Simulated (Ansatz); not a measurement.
# HfZrTe4: properties of a relaxed candidate, part 2 of 2

Aim: for this structure of HfZrTe4, see how the gap depends on the level of theory.

Ansatz 0.2.0; DFT PBE, scalar-relativistic, plane waves, PAW. The steps go on from the part before.

### Step 3. Level of theory: LDA

input.yaml reads:

```yaml
crystal:
  lattice:
    - [3.9725303248, 2.89e-08, 0.0]
    - [-1.9862651874, 3.4403121641, 0.0]
    - [0.0, 0.0, 14.252291]
  atoms:
    - { symbol: Zr, position: [0.0, 0.0, 0.0] }
    - { symbol: Hf, position: [0.0, 0.0, 0.5] }
    - { symbol: Te, position: [0.3333333333, 0.6666666667, 0.126379] }
    - { symbol: Te, position: [0.3333333333, 0.6666666667, 0.624457] }
    - { symbol: Te, position: [0.6666666667, 0.3333333333, 0.375543] }
    - { symbol: Te, position: [0.6666666667, 0.3333333333, 0.873621] }
basis:
  ecutwfc: 420
kpoints:
  mp_grid: { grid: [12, 12, 4] }
  band_path:
    path:
      - [[0.0, 0.0, 0.0], [0.5, 0.0, 0.0], [0.33333333, 0.33333333, 0.0], [0.0, 0.0, 0.0], [0.0, 0.0, 0.5], [0.5, 0.0, 0.5], [0.33333333, 0.33333333, 0.5], [0.0, 0.0, 0.5]]
      - [[0.5, 0.0, 0.5], [0.5, 0.0, 0.0]]
      - [[0.33333333, 0.33333333, 0.5], [0.33333333, 0.33333333, 0.0]]
    npoints: 14
hamiltonian:
  xc: lda
scf:
  occupations: { method: gaussian, width: 0.1 }
  n_extra_bands: 15
output:
  forces: true
  stress: true
  eigenvalues: true
  populations: true
  dos: { projected: true, de: 0.02, nscf_kmesh: { grid: [15, 15, 5] } }
  bader: true
```

Run with:

```
$ ansatz run input.yaml --threads 4 --pin off --max-ram 8192MiB --backend cpu --events-out ev --progress --plain --runs-dir out
```

Log:

```text
Warning: RAYON_NUM_THREADS=4 ignored (pool sized by the plan → 4); use --threads N
scf.n_extra_bands = 15 over 51 filled bands (N_el = 102.0): the run solves 66 bands
Engine: ansatz 0.2.0, aarch64-unknown-linux-gnu
Pseudopotentials: kind: paw
Pseudopotential: Zr, paw, valence charge 12, recommended cutoff 420 eV (normal), Zr.paw.azcp
Pseudopotential: Hf, paw, valence charge 26, recommended cutoff 420 eV (normal), Hf.paw.azcp
Pseudopotential: Te, paw, valence charge 16, recommended cutoff 420 eV (normal), Te.paw.azcp
Functional definition: SPW92
  exchange = slater_x
  correlation = pw_c
Crystal: 6 atoms, lattice volume = 194.782 Å³
Basis set: ecut = 420 eV, 3863 PW (Γ)
Bands: 66, of which v1, the nominal top of the filled ones, is band 51 counted from 1 (50 counted from 0)
Symmetry: 12 space group operations
Space group: P-3m1 (ITA 164), of the structure as read, at distance tolerance 5.8e-5 Å
k-points: 69 of 576
Non-local potential: Zr, projectors of the file, l = 0: 3, l = 1: 2, l = 2: 2, l = 3: 2
Non-local potential: Hf, projectors of the file, l = 0: 3, l = 1: 2, l = 2: 2, l = 3: 3
Non-local potential: Te, projectors of the file, l = 0: 2, l = 1: 2, l = 2: 2, l = 3: 2
PAW form: soft (Blöchl's): semilocal exchange-correlation on the pseudo side does not see the compensation charge
PAW frozen core: Zr, regenerated for the run's functional, and the local potential with it (the file was generated under x = pbe(κ = 0.804, μ = 0.2195149727645171), c = pbe(β = 0.06672455060314922))
PAW frozen core: Hf, regenerated for the run's functional, and the local potential with it (the file was generated under x = pbe(κ = 0.804, μ = 0.2195149727645171), c = pbe(β = 0.06672455060314922))
PAW frozen core: Te, regenerated for the run's functional, and the local potential with it (the file was generated under x = pbe(κ = 0.804, μ = 0.2195149727645171), c = pbe(β = 0.06672455060314922))
PAW one-centre angular grid: Zr, 590 points (default); XC on 64 Gauss nodes
PAW one-centre angular grid: Hf, 590 points (default); XC on 64 Gauss nodes
PAW one-centre angular grid: Te, 590 points (default); XC on 64 Gauss nodes
Initial density: superposition of atomic densities (neutral atoms: chi_scale 0, normalization atom), corrected by the library's trained network
Initial wavefunctions: pseudopotential atomic-orbital guess
Functional: x = slater, c = lda
SCF iter   1: F=—  HF=-46867.936522 eV  |F-HF|=—  |Δ(HF+E_count)|=         —  Δρ=4.63e-3  dr2=3.68e-2  ethr=1.77e-3  ⟨swp⟩=6.2  Hψ=16957  notcnv=0  defer=51
preconditioner: auto → LDOS  [metal: Δε(μ)=0.012 eV  Ē_g=10.607 eV  σ=0.100 eV  W_gap=0.07  n_scr=52 (ndim 8)  ℏωp=18.0 eV  f_vac=0.081  D(μ)=1.92/eV (n_scr^D=6)  β→1.0]
SCF iter   2: F=—  HF=-46867.933640 eV  |F-HF|=—  |Δ(HF+E_count)|=   2.88e-3  Δρ=1.56e-3  dr2=1.40e-2  ethr=3.61e-5  ⟨swp⟩=2.0  Hψ=8668  notcnv=0  defer=109
SCF iter   3: F=—  HF=-46867.930801 eV  |F-HF|=—  |Δ(HF+E_count)|=   2.84e-3  Δρ=6.33e-4  dr2=2.49e-3  ethr=1.37e-5  ⟨swp⟩=2.0  Hψ=7466  notcnv=0  defer=109
SCF iter   4: F=—  HF=-46867.930227 eV  |F-HF|=—  |Δ(HF+E_count)|=   5.74e-4  Δρ=1.67e-4  dr2=7.70e-5  ethr=2.44e-6  ⟨swp⟩=2.0  Hψ=7432  notcnv=0  defer=109
SCF iter   5: F=—  HF=-46867.930190 eV  |F-HF|=—  |Δ(HF+E_count)|=   3.69e-5  Δρ=4.33e-5  dr2=3.74e-6  ethr=7.55e-8  ⟨swp⟩=2.0  Hψ=7497  notcnv=0  defer=109
SCF iter   6: F=—  HF=-46867.930190 eV  |F-HF|=—  |Δ(HF+E_count)|=   6.38e-7  Δρ=1.50e-5  dr2=1.08e-6  ethr=3.67e-9  ⟨swp⟩=2.0  Hψ=7397  notcnv=0  defer=109
SCF iter   7: F=-46867.930189 eV  HF=-46867.930189 eV  |F-HF|=3.04e-8  |Δ(HF+E_count)|=   1.40e-7  Δρ=5.23e-6  dr2=3.20e-8  ethr=9.80e-11  ⟨swp⟩=9.5  Hψ=20817  notcnv=0
SCF 1 converged in 7 iterations: F = -46867.930189 eV  dr2 = 3.20e-8
NSCF: frozen V_eff on 129 k-points
NSCF: frozen V_eff on 119 k-points
SCF converged after 7 iterations
Free energy (F): -46867.930189 eV
Harris-Foulkes:  -46867.930189 eV  (|F-HF|=3.04e-8)
Internal energy: -46867.920896 eV  (E = F + TS)
E sigma→0 (E₀):  -46867.925543 eV
Entropy (-TS):   -0.009294 eV (-1.549 meV/atom)
Fermi energy:    9.142028 eV
--- Per-component energies (eV) ---
  E_band       = -1419.853233
  E_kinetic    = 1477.837790
  E_local      = -15984.338931  (includes V_loc(G=0)·N_el)
  E_nonlocal   = -2367.801948
  E_hartree    = 8262.742284
  E_xc         = -951.028342
  E_vxc        = -873.627053  (∫ρ·V_xc dr)
  E_paw        = -27574.543567  (= ΣΔE_a)
  E_vpaw       = -197.410254  (= ΣTr[D̂ρ^β])
  E_aug_tail   = -0.000841  (compensation charges beyond the density's cutoff)
  E_ewald      = -9736.329629
  E_core_change = 5.542288  (= ΣΔE_core)
  E_smearing   = -0.009294  (= −TS)
  E_closure    = 0.000000  (closes the sum)
  Σ components = -46867.930189   (vs F -46867.930189, Δ=0.00e0)
--- Forces (eV/Å), atoms counted from 1 ---
  atom   1  Zr    -0.00000000    -0.00000000     0.00000000
  atom   2  Hf    -0.00000000     0.00000000     0.00000000
  atom   3  Te     0.00000000    -0.00000000    -0.36159519
  atom   4  Te     0.00000000    -0.00000000    -0.41688374
  atom   5  Te    -0.00000000     0.00000000     0.41688374
  atom   6  Te    -0.00000000     0.00000000     0.36159519
  max |Σ_I F_I| component: 5.55e-17 eV/Å
--- Stress (GPa, compression-positive) ---
       -4.147477      -0.000000       0.000000
       -0.000000      -4.147477       0.000000
        0.000000       0.000000      -4.199559
  P = ⅓ Tr σ = -4.1648 GPa (-41.648 kbar)
--- Band table (eV; the first three rows and the last of 69) ---
  k-point 0: bands = ["-53.7349", "-40.3295", "-27.1091", "-27.1091", "-27.1055", "-27.1055", "-27.0897", "-27.0897", "-27.0889", "-27.0889", "-27.0812", "-27.0806", "-27.0375", "-27.0375", "-27.0359", "-27.0359", "-27.0186", "-27.0186", "-27.0179", "-27.0179", "-27.0086", "-27.0080", "-22.3388", "-22.3362", "-22.3362", "-18.3812", "-18.3455", "-18.3455", "-3.7873", "-3.7641", "-3.7630", "-3.7495", "-3.7495", "-3.7435", "-3.7435", "-2.8435", "-2.4646", "-1.9518", "-1.6195", "4.3631", "5.4339", "6.9132", "7.1327", "7.1327", "7.2308", "7.2308", "8.9169", "9.4624", "9.4624", "9.6221", "9.6221", "9.8144", "9.8526", "9.8526", "10.0330", "10.0330", "10.3854", "12.8683", "12.8683", "13.2866", "13.2866", "13.2943", "13.6904", "13.9652", "15.1346", "16.5899"]
  k-point 1: bands = ["-53.7349", "-40.3295", "-27.1091", "-27.1091", "-27.1055", "-27.1055", "-27.0897", "-27.0897", "-27.0889", "-27.0889", "-27.0812", "-27.0806", "-27.0375", "-27.0375", "-27.0359", "-27.0359", "-27.0186", "-27.0186", "-27.0179", "-27.0179", "-27.0086", "-27.0080", "-22.3388", "-22.3362", "-22.3362", "-18.3812", "-18.3455", "-18.3455", "-3.7873", "-3.7641", "-3.7630", "-3.7495", "-3.7495", "-3.7435", "-3.7435", "-2.8354", "-2.4916", "-1.8978", "-1.6558", "4.4533", "5.2188", "7.1341", "7.1341", "7.2291", "7.2291", "7.2314", "8.5472", "9.4773", "9.4773", "9.6060", "9.6060", "9.8528", "9.8528", "10.0064", "10.0330", "10.0330", "10.3537", "12.8938", "12.8938", "13.2581", "13.2581", "13.4916", "13.7223", "13.9336", "14.8067", "16.5984"]
  k-point 2: bands = ["-53.7349", "-40.3295", "-27.1091", "-27.1091", "-27.1055", "-27.1055", "-27.0897", "-27.0897", "-27.0889", "-27.0889", "-27.0811", "-27.0806", "-27.0375", "-27.0375", "-27.0359", "-27.0359", "-27.0186", "-27.0186", "-27.0179", "-27.0179", "-27.0086", "-27.0080", "-22.3388", "-22.3362", "-22.3362", "-18.3812", "-18.3455", "-18.3455", "-3.7873", "-3.7641", "-3.7630", "-3.7495", "-3.7495", "-3.7435", "-3.7435", "-2.8264", "-2.5174", "-1.8200", "-1.7181", "4.6050", "4.9696", "7.1355", "7.1355", "7.2275", "7.2275", "7.8670", "7.8860", "9.4974", "9.4974", "9.5847", "9.5847", "9.8529", "9.8529", "10.0329", "10.0329", "10.1912", "10.2757", "12.9238", "12.9238", "13.2251", "13.2251", "13.7268", "13.8097", "14.0046", "14.3026", "16.6070"]
  k-point 68: bands = ["-53.7332", "-40.3231", "-27.1086", "-27.1051", "-27.1051", "-27.1036", "-27.0901", "-27.0901", "-27.0893", "-27.0887", "-27.0781", "-27.0781", "-27.0362", "-27.0343", "-27.0343", "-27.0329", "-27.0190", "-27.0190", "-27.0182", "-27.0179", "-27.0055", "-27.0055", "-22.3841", "-22.3841", "-22.3155", "-18.4191", "-18.4191", "-18.3478", "-3.7775", "-3.7743", "-3.7513", "-3.7513", "-3.7500", "-3.7500", "-3.7439", "-1.3411", "-1.3411", "-1.2180", "-1.2180", "4.9598", "5.5278", "5.5278", "5.5483", "5.6986", "5.6986", "6.6972", "6.8699", "7.0072", "7.0072", "7.0688", "7.0688", "10.6156", "10.6181", "10.8802", "10.8802", "11.1150", "11.1150", "12.6700", "12.6700", "12.9701", "12.9701", "13.6183", "14.0748", "15.8325", "15.8325", "15.9228"]
--- Löwdin populations: 6 sites ---
  site symbol       q [e]
     0     Zr     11.5603
     1     Hf     25.5987
     2     Te     16.1544
     3     Te     16.1176
     4     Te     16.1176
     5     Te     16.1544
  spilling = 0.002910 (of n_electrons = 102.000000)
--- Bader charges: 6 sites ---
  site symbol  charge [e]  shift [e]
     0     Zr      1.5433     0.0001
     1     Hf      1.5777     0.0002
     2     Te     -0.7768     0.0000
     3     Te     -0.7838     0.0001
     4     Te     -0.7838     0.0001
     5     Te     -0.7767     0.0000
  estimated error of the sums over rays = 7.8e-4 e
```

It took 90 s on 4 threads of Arm Neoverse N1, shared host; peak memory 1.4 GiB.

Per atom:

```tsv
atom	Löwdin electrons	Bader charge (e)	Bader volume (Å³)
Zr1	11.56	+1.54	16.2
Hf2	25.60	+1.58	16.2
Te3	16.15	-0.78	40.8
Te4	16.12	-0.78	40.3
Te5	16.12	-0.78	40.4
Te6	16.15	-0.78	40.8
```

The Löwdin counts miss 0.30 of the 102 electrons, which the atomic orbitals do not span, so they are no charges.

From bands.tsv, the levels nearest the Fermi level at the path's corners, in eV from the Fermi level:

```tsv
point	band 48	band 49	band 50	band 51	band 52	band 53	band 54	band 55
Γ	0.32	0.32	0.48	0.48	0.67	0.71	0.71	0.89
M	-2.04	-1.21	-1.08	-0.77	-0.17	0.07	2.00	2.34
K	-2.25	-2.13	-1.97	-1.97	1.46	1.49	1.61	1.61
Γ	0.32	0.32	0.48	0.48	0.67	0.71	0.71	0.89
A	0.35	0.35	0.44	0.44	0.71	0.71	0.89	0.89
L	-1.75	-1.64	-1.01	-0.83	-0.04	0.02	2.00	2.34
H	-2.13	-2.13	-2.07	-2.07	1.47	1.48	1.74	1.74
A	0.35	0.35	0.44	0.44	0.71	0.71	0.89	0.89
L	-1.75	-1.64	-1.01	-0.83	-0.04	0.02	2.00	2.34
M	-2.04	-1.21	-1.08	-0.77	-0.17	0.07	2.00	2.34
H	-2.13	-2.13	-2.07	-2.07	1.47	1.48	1.74	1.74
K	-2.25	-2.13	-1.97	-1.97	1.46	1.49	1.61	1.61
```

States per cell in windows of 1 eV, from dos.tsv and pdos.tsv (zero at the Fermi level):

```csv
from,to,total,Zr 4d,Hf 5d,Te 5p
-4,-3,5.18,0.48,0.41,3.83
-3,-2,7.83,1.06,1.19,5.24
-2,-1,6.46,0.78,0.55,4.84
-1,0,2.04,0.26,0.18,1.53
0,1,3.37,1.31,1.18,0.70
1,2,4.78,2.07,1.38,1.14
2,3,4.38,1.43,1.97,0.61
3,4,5.95,1.48,1.30,1.94
4,5,3.34,0.28,0.61,0.82
```

The solved bands begin to run out at 5.8 eV, so nothing above is shown.

Below -4 eV lie 80 or so more states.

### Step 4. The levels side by side

```tsv
level	gap (eV)	pressure (GPa)	CPU time	against the first
PBE	0.00	0.0	5.9 min	× 1
r2SCAN	0.00	-0.1	11 min	× 1.8
LDA	0.00	-4.2	5.9 min	× 1
```

All at the geometry relaxed with the first.

### Step 5. What came out

The summary covers parts 1 to 2.

| quantity | value |
| --- | --- |
| gap (r2SCAN) | none (metal) |
| states at the Fermi level (r2SCAN) | 0.83 per eV per cell |
| Bader charges (r2SCAN) | Zr +1.77, Hf +1.83, Te -0.91 to -0.89 e |
| gap (LDA) | none (metal) |
| states at the Fermi level (LDA) | 1.36 per eV per cell |
| Bader charges (LDA) | Zr +1.54, Hf +1.58, Te -0.78 e |

In words: All levels find a metal. At this fixed cell LDA gives -4.2 GPa, so it would relax to a smaller volume. Spin-orbit coupling is left out, which matters for the bands of Hf, Te.
